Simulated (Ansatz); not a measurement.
## CsLiCr2Te2S3: single point with HSE03

Crystal: CsLiCr2Te2S3.

```
Cs Li Cr Te S
1.0
     3.42162   -5.18069    0.00784
     3.42162    5.18069    0.00784
    -2.90411    0.00000    7.43093
Cs Li Cr Te S
1 1 2 2 3
Direct
  0.09374 0.09374 0.00853
  0.58875 0.58875 0.55336
  0.05646 0.46755 0.55790
  0.46755 0.05646 0.55790
  0.56486 0.87357 0.29035
  0.87357 0.56486 0.29035
  0.81151 0.39697 0.73347
  0.39697 0.81151 0.73347
  0.21404 0.21404 0.48371
```

The cell was built by a generator and needn't be a form met in nature.

```yaml
Program: Ansatz 0.2.0
Task: single point
Functional: HSE03
Potentials_or_basis: Ansatz PAW
Cutoff: "420 eV (not typed: the program's choice for these potentials)"
k_mesh: 2 × 2 × 2
Occupations: fermi-dirac, width 0.05 eV
Spin: collinear spin, ferromagnetic start
Starting_moments: "[0.0, 0.0, 3.0, 3.0, 0.0, 0.0, 0.0, 0.0, 0.0] μB"
```

```yaml
Pressure: 1.1 GPa
Largest_force: 0.300 eV/Å
Band_gap_on_the_k_mesh: none (metal or under the smearing width)
Net_moment: 4.02 μB per cell
Absolute_moment: 8.04 μB per cell
Site_moments: Cs -0.00; Li -0.00; Cr +2.56; Te -0.31; S -0.13, -0.14 μB
```

Forces in eV/Å, atoms in the order of the input:
```
Cs  -0.009  0.000 -0.021
Li  -0.051  0.000  0.095
Cr  -0.112 -0.045 -0.092
Cr  -0.112  0.045 -0.092
Te   0.001  0.051 -0.169
Te   0.001 -0.051 -0.169
S    0.082  0.140  0.252
S    0.082 -0.140  0.252
S    0.119  0.000 -0.057
```

Stress tensor (GPa, compression positive):
```
0.71 0.00 0.06
0.00 1.72 0.00
0.06 0.00 0.83
```

Levels at points of the mesh, in eV from the Fermi level:
Spin up:
| k point | band 45 | band 46 | band 47 | band 48 | band 49 | band 50 |
| --- | --- | --- | --- | --- | --- | --- |
| (0.00, 0.00, 0.00) | -1.57 | -1.11 | -0.51 | -0.10 | 0.56 | 1.23 |
| (0.00, 0.00, -0.50) | -1.66 | -1.02 | -0.46 | -0.12 | 0.42 | 1.07 |
| (0.00, -0.50, 0.00) | -1.08 | -0.63 | 0.01 | 0.39 | 0.54 | 1.07 |
| (0.00, -0.50, -0.50) | -1.15 | -0.72 | -0.05 | 0.32 | 0.48 | 1.15 |
| (-0.50, -0.50, 0.00) | -0.94 | -0.75 | -0.39 | 0.83 | 0.99 | 1.24 |
| (-0.50, -0.50, -0.50) | -0.78 | -0.72 | -0.26 | 0.53 | 0.92 | 1.07 |
Spin down:
| k point | band 39 | band 40 | band 41 | band 42 | band 43 | band 44 | band 45 | band 46 | band 47 | band 48 |
| --- | --- | --- | --- | --- | --- | --- | --- | --- | --- | --- |
| (0.00, 0.00, 0.00) | -2.35 | -2.12 | -1.83 | -0.77 | -0.61 | 2.11 | 2.16 | 2.59 | 2.65 | 3.00 |
| (0.00, 0.00, -0.50) | -2.55 | -2.33 | -1.79 | -0.81 | -0.60 | 2.19 | 2.19 | 2.54 | 2.78 | 2.86 |
| (0.00, -0.50, 0.00) | -2.34 | -1.82 | -1.60 | -1.18 | -0.17 | 2.07 | 2.14 | 2.54 | 2.63 | 2.98 |
| (0.00, -0.50, -0.50) | -2.46 | -1.93 | -1.64 | -1.19 | -0.28 | 2.12 | 2.15 | 2.55 | 2.66 | 3.09 |
| (-0.50, -0.50, 0.00) | -2.40 | -1.89 | -1.53 | -0.73 | -0.32 | 2.25 | 2.34 | 2.67 | 2.70 | 3.04 |
| (-0.50, -0.50, -0.50) | -2.64 | -2.23 | -1.46 | -0.71 | -0.27 | 2.26 | 2.34 | 2.54 | 2.64 | 3.05 |

It took 52 s on 8 threads of AMD EPYC 9B14 (Zen 4), with other jobs on the host, peak memory 3.1 GiB.

Caveat: the k mesh is coarse (spacing up to 0.58 Å⁻¹), so the values aren't converged, least of all with exact exchange; the magnetic or orbital state may not be the lowest; only a ferromagnetic start was run, and an antiferromagnetic order may lie lower in energy; the PAW data sets come from PBE, with cores solved anew for the run's functional, which leaves a small shift of forces and pressure; the thresholds are loose for stress. The run has no spin-orbit coupling, so splittings on Cs, Te are missing.
